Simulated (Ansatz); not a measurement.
**CH₄OSb+: single points off equilibrium**

A test off equilibrium: a structure displaced at random from a GFN2-xTB minimum is computed at several levels, and each is set against CCSD(T).

Method: single points in def2-TZVPP; program: Ansatz 0.2.0, Gaussian basis.

Correlated methods freeze the cores. Filled d shells of the heavier atoms are correlated. Core potentials replace the inner electrons past krypton, and spin-orbit coupling is left out.

## (1) Where the work starts

7 atoms, charge 1, spin multiplicity 1.

Atoms are counted from 1 here; the program's logs count them from 0.

Bond lengths: C1–Sb2 2.012 Å, C1–H4 1.086 Å, C1–H5 1.067 Å, Sb2–O3 1.887 Å, Sb2–H6 1.686 Å, O3–H7 0.965 Å. Angles: Sb2–C1–H4 113.9°, Sb2–C1–H5 114.1°, H4–C1–H5 118.0°, C1–Sb2–O3 104.0°, C1–Sb2–H6 128.9°, O3–Sb2–H6 104.1°, Sb2–O3–H7 121.0°.

As a file:

```
C    -1.0256    0.4118   -1.0093
Sb    0.0709    0.2634    0.6710
O     1.2476   -1.1704    0.3241
H    -1.2828   -0.5457   -1.4523
H    -1.7798    1.1656   -0.9713
H     1.0447    1.4271    1.4069
H     1.7722   -1.5653    1.0310
```

## (2) CCSD(T)/def2-TZVPP

run/in.yaml

```yaml
crystal:
  periodic: [false, false, false]
  atoms:
    - {symbol: C, position_ang: [-1.025600, 0.411800, -1.009300]}
    - {symbol: Sb, position_ang: [0.070900, 0.263400, 0.671000]}
    - {symbol: O, position_ang: [1.247600, -1.170400, 0.324100]}
    - {symbol: H, position_ang: [-1.282800, -0.545700, -1.452300]}
    - {symbol: H, position_ang: [-1.779800, 1.165600, -0.971300]}
    - {symbol: H, position_ang: [1.044700, 1.427100, 1.406900]}
    - {symbol: H, position_ang: [1.772200, -1.565300, 1.031000]}
basis:
  gaussian: {orbitals: def2-TZVPP}
total_charge: 1
correlation: {method: ccsd_t}
output: {forces: true}
```

No record of the launch command was kept for these runs.

## (3) PBE0-D4/def2-TZVPP

run/in.yaml: that of step 2 with these lines changed.

```diff
@@ -13,3 +13,3 @@
 total_charge: 1
-correlation: {method: ccsd_t}
-output: {forces: true}
+hamiltonian: {xc: pbe0, dispersion: d4}
+output: {forces: true, orbitals: {seedname: orbitals}}
```

## (4) wB97M-V/def2-TZVPP

run/in.yaml: that of step 3 with these lines changed.

```diff
@@ -13,3 +13,3 @@
 total_charge: 1
-hamiltonian: {xc: pbe0, dispersion: d4}
-output: {forces: true, orbitals: {seedname: orbitals}}
+hamiltonian: {xc: {name: wB97M-V}}
+output: {forces: true}
```

## (5) r2SCAN-D4/def2-TZVPP

run/in.yaml: that of step 4 with these lines changed.

```diff
@@ -13,3 +13,3 @@
 total_charge: 1
-hamiltonian: {xc: {name: wB97M-V}}
+hamiltonian: {xc: r2scan, dispersion: d4}
 output: {forces: true}
```

## (6) PBE-D4/def2-TZVPP

run/in.yaml: that of step 5 with these lines changed.

```diff
@@ -13,3 +13,3 @@
 total_charge: 1
-hamiltonian: {xc: r2scan, dispersion: d4}
+hamiltonian: {xc: pbe, dispersion: d4}
 output: {forces: true}
```

## (7) LC-wPBE/def2-TZVPP

run/in.yaml: that of step 6 with these lines changed.

```diff
@@ -13,3 +13,3 @@
 total_charge: 1
-hamiltonian: {xc: pbe, dispersion: d4}
+hamiltonian: {xc: {name: LC-wPBE}}
 output: {forces: true}
```

## (8) r2SCANh-D4/def2-TZVPP

run/in.yaml: that of step 7 with these lines changed.

```diff
@@ -13,3 +13,3 @@
 total_charge: 1
-hamiltonian: {xc: {name: LC-wPBE}}
+hamiltonian: {xc: {name: r2SCANh}, dispersion: d4}
 output: {forces: true}
```

(Steps that only read results are left out.)

Q: Predict the outcome of this session. Wanted: energy less free atoms, CCSD(T)/def2-TZVPP; RMS force component; RMS force error; HOMO and LUMO, PBE0-D4; T1 diagnostic.

As calculated:

```
                                  quantity                                                                                              value
energy less free atoms, CCSD(T)/def2-TZVPP                                                                                     -1263.4 kJ/mol
                       RMS force component                                                               0.353 to 0.594 eV/Å over the methods
                           RMS force error  PBE0-D4 0.149, wB97M-V 0.161, r2SCAN-D4 0.118, PBE-D4 0.257, LC-wPBE 0.330, r2SCANh-D4 0.123 eV/Å
                    HOMO and LUMO, PBE0-D4                                                                                -13.16 and -9.35 eV
                             T1 diagnostic                                                                                              0.026
```

In words: Against CCSD(T) the functionals' energies less atoms differ by -117.0 to +26.2 kJ/mol, PBE-D4 by -117.0 kJ/mol. CCSD(T) in triple zeta still lacks some correlation energy of the bonds, so part of these gaps is its own basis error and they don't rank the functionals. For forces r2SCAN-D4 does best and LC-wPBE worst. Frozen-core CCSD(T) forces in triple zeta carry basis errors of their own, and this is one geometry, so small gaps rank nothing. The T1 diagnostic is large here, over the usual mark for main-group molecules (transition-metal compounds often pass it harmlessly), so CCSD(T) itself may be off. The restricted Hartree–Fock reference is unstable towards an unrestricted one at one or more of these structures.
